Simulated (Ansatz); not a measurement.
# C2H3NTe: energies of removing a hydrogen

Wanted for C2H3NTe: energies of removing a hydrogen.

All numbers are computed with the Python package of Ansatz 0.2.0. Level of theory: r2SCAN0/def2-SVP.

## 1. The system

Bond lengths: Te1–C2 2.065 Å, C2–N3 1.383 Å, C2–C4 1.422 Å, N3–C4 1.429 Å, Te1–H5 1.766 Å, C4–H6 1.099 Å, C4–H7 1.082 Å. Angles: Te1–C2–N3 149.8°, Te1–C2–C4 148.9°, N3–C2–C4 61.3°, C2–Te1–H5 90.9°, C2–N3–C4 60.7°, C2–C4–N3 58.0°, C2–C4–H6 110.5°, C2–C4–H7 112.9°, N3–C4–H6 110.4°, N3–C4–H7 112.3°, H6–C4–H7 130.4°.

c2h3nte.xyz, read by the script:

```xyz
7

Te   -1.57680    0.11420   -1.62160
C    -0.28170   -0.32980   -0.07610
N    -0.04360   -0.92150    1.15110
C     1.03360   -0.28400    0.46140
H    -2.00940    1.64520   -0.85490
H     1.23640    0.70400    0.89710
H     1.70270   -0.99610   -0.00270
```

## 2. The script

Contents of run_bde.py:

```python
import ansatz as az


def energy(molecule, charge=0, unpaired=0):
    calc = (
        molecule.calculation()
        .basis(gaussian="def2-SVP")
        .functional("R2SCAN0")
    )
    if charge:
        calc = calc.charge(charge)
    if unpaired:
        calc = calc.spin("collinear", total=unpaired)
    return calc.run(threads=1, pin="off").report["free_energy_ev"]

def without(molecule, index):
    rest = az.Crystal.molecule()
    for i, site in enumerate(molecule.cartesian_sites):
        if i != index:
            rest = rest.atom(site.symbol, site.position_ang)
    return rest


def main() -> None:
    molecule = az.Crystal.molecule_from_extxyz("c2h3nte.xyz")

    whole = energy(molecule, 0)
    hydrogen = energy(az.Crystal.molecule().atom("H", (0, 0, 0)), 0, 1)
    print(f"E(molecule) = {whole:.5f} eV, E(H) = {hydrogen:.5f} eV")
    for index in [4, 6]:
        radical = energy(without(molecule, index), 0, 1)
        print(f"H{index}: homolysis {23.060548 * (radical + hydrogen - whole):.1f} kcal/mol")
        anion = energy(without(molecule, index), -1)
        print(f"H{index}: loss of a proton {23.060548 * (anion - whole):.1f} kcal/mol")


if __name__ == "__main__":
    main()
```

## 3. The calls as engine input

The package turns the script's settings into the engine's input (first run):

```yaml
crystal:
  periodic: [false, false, false]
  atoms:
    - { symbol: Te, position_ang: [-1.5768, 0.1142, -1.6216] }
    - { symbol: C, position_ang: [-0.2817, -0.3298, -0.0761] }
    - { symbol: "N", position_ang: [-0.0436, -0.9215, 1.1511] }
    - { symbol: C, position_ang: [1.0336, -0.284, 0.4614] }
    - { symbol: H, position_ang: [-2.0094, 1.6452, -0.8549] }
    - { symbol: H, position_ang: [1.2364, 0.704, 0.8971] }
    - { symbol: H, position_ang: [1.7027, -0.9961, -0.0027] }
basis:
  gaussian:
    orbitals: def2-SVP
hamiltonian:
  xc: r2scan0
```

## 4. The run

Started as:

```
python run_bde.py
```

**Question.** What results will this script give? Wanted: weakest bond to hydrogen among those tried; easiest loss of a proton among those tried.

As calculated:

```
                                              quantity                               value
weakest bond to hydrogen among those tried (homolysis)  H4 (counted from 0), 57.6 kcal/mol
            easiest loss of a proton among those tried                  H4, 312.2 kcal/mol
                                         runs compared                                   6
```

Atoms are numbered as in the script, from 0. The fragments aren't relaxed and zero-point energy is left out, so these aren't bond dissociation enthalpies. Losing a bare proton in the gas phase costs far more than homolysis, as charges must be parted. All 6 runs converged (6 to 64 cycles). Caveats:
- The geometry is a force-field or estimated start, not a minimum of this method, and the basis set is short of its limit. All parts are taken at fixed geometry, without zero-point energy.
- def2 sets replace the cores of elements past krypton by effective core potentials.
- The spin-orbit lowering of heavy atoms is left out.
- Anions want diffuse functions, which this basis lacks.
